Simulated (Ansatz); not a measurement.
MnPt2 under changes of volume

One of the cells (15.408 Å³/atom); the others are scaled copies at fixed shape and fractional positions:

```
CELL_PARAMETERS angstrom
2.85840 0.00000 0.00000
-1.42920 2.47545 0.00000
0.00000 0.00000 6.53250
ATOMIC_POSITIONS crystal
Pt 0.66667 0.33333 0.31621
Pt 0.33333 0.66667 0.68379
Mn 0.00000 0.00000 0.00000
```

The cell comes from a database or a generator and needn't be the stable form of this composition.

```yaml
Program: Ansatz 0.2.0
Functional: LDA
Potentials_or_basis: all-electron LAPW, scalar-relativistic
Cutoff: 261 eV (chosen from the basis error)
Basis_error_allowed: 0.002 eV/atom
k_mesh: 11 × 11 × 4
Occupations: fermi-dirac, width 0.05 eV
Spin: collinear spin, ferromagnetic start
Starting_moments: "[0.0, 0.0, 4.0] μB"
```

| volume (Å³/atom) | energy over the lowest point (meV/atom) | pressure (GPa) | moment (μB per cell) | largest force (eV/Å) |
| --- | --- | --- | --- | --- |
| 14.483 | 0.00 | -5.9 | 3.88 | 0.019 |
| 14.791 | 14.64 | -9.6 | 4.03 | 0.015 |
| 15.099 | 36.24 | -12.9 | 4.15 | 0.050 |
| 15.408 | 63.70 | -15.7 | 4.28 | 0.085 |
| 15.716 | 96.11 | -18.2 | 4.39 | 0.122 |
| 16.024 | 133.06 | -20.5 | 4.48 | 0.158 |
| 16.332 | ? | ? | ? | ? |

Task: What does the run at 16.332 Å³/atom give?

Result: Energy over the lowest point 174.23 meV/atom; pressure -22.6 GPa; moment 4.55 μB per cell; largest force 0.194 eV/Å.

Worked out: A Birch-Murnaghan fit of order 3 (a polynomial in V^(-2/3)) to the other rows has its minimum at 14.09 Å³/atom, just outside them, with B0 = V·E''(V) = 223 GPa and B' = 5.4 at fixed shape and positions, which overstates the stiffness. It gives 173.70 meV/atom at 16.332 Å³/atom, against the run's 174.23, and -dE/dV = -22.0 GPa, against -22.6. A parabola through the other rows of the moment, of slope 0.252 μB per Å³/atom there, extrapolates to 4.57 μB, against the run's 4.55.

Energies are extrapolated to zero smearing.
